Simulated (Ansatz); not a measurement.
# GeBiO4: the cost of one run

Program: Ansatz 0.2.0. Level of theory: DFT PBE, scalar-relativistic, plane waves, PAW. These are calculated values, not measurements.

## (1) The structure to begin with

The structure is cubic, space group F-43m (No. 216). The conventional cell has a = 6.962 Å, b = 6.962 Å, c = 6.962 Å, α = 90.00°, β = 90.00°, γ = 90.00°. Around Ge (site symmetry -43m) lie 12 O at 2.89 Å and 4 Bi at 3.01 Å. Bi (site symmetry -43m) is surrounded by 12 O at 2.89 Å and 4 Ge at 3.01 Å. Around O (site symmetry 3m) lie 6 O at 2.46 to 2.47 Å and 3 Bi at 2.89 Å and 3 Ge at 2.89 Å.

Coordinates:

```xyz
6
Lattice="0.0000 3.4810 3.4810 3.4810 0.0000 3.4810 3.4810 3.4810 0.0000" Properties=species:S:1:pos:R:3 pbc="T T T"
Ge    3.4810    3.4810    3.4810
Bi    1.7405    1.7405    1.7405
O     4.3499    4.3499    6.0932
O     6.0932    4.3499    4.3499
O     4.3499    6.0932    4.3499
O     6.0932    6.0932    6.0932
```

A structure generator made this guess: species swapped into a database cell of GdErCo4 (F-43m, No. 216), with Ge on the Gd sites, Bi on the Er sites and O on the Co sites. Lengths come from tabulated atomic sizes and are only a guess.

## (2) Probe: one point on a coarse mesh

input.yaml reads:

```yaml
crystal:
  lattice:
    - [0.0, 3.48104137, 3.48104137]
    - [3.48104137, 0.0, 3.48104137]
    - [3.48104137, 3.48104137, 0.0]
  atoms:
    - { symbol: Ge, position: [0.5, 0.5, 0.5] }
    - { symbol: Bi, position: [0.25, 0.25, 0.25] }
    - { symbol: O, position: [0.87519418, 0.87519418, 0.37441745] }
    - { symbol: O, position: [0.37441745, 0.87519418, 0.87519418] }
    - { symbol: O, position: [0.87519418, 0.37441745, 0.87519418] }
    - { symbol: O, position: [0.87519418, 0.87519418, 0.87519418] }
basis:
  ecutwfc: 420
kpoints:
  mp_grid: { grid: [4, 4, 4] }
hamiltonian:
  xc: pbe
scf:
  occupations: { method: gaussian, width: 0.1 }
  lower_state_search: "off"
output:
  forces: true
  stress: true
  eigenvalues: true
```

Launch:

```bash
> ansatz run input.yaml --threads 1 --pin off --max-ram 2560MiB --backend cpu --events-out ev --progress --plain --runs-dir out
```

What time and memory should one allow on 1 thread of Arm Neoverse V1, shared host?

About 2.5 s, with a peak of 0.31 GiB.
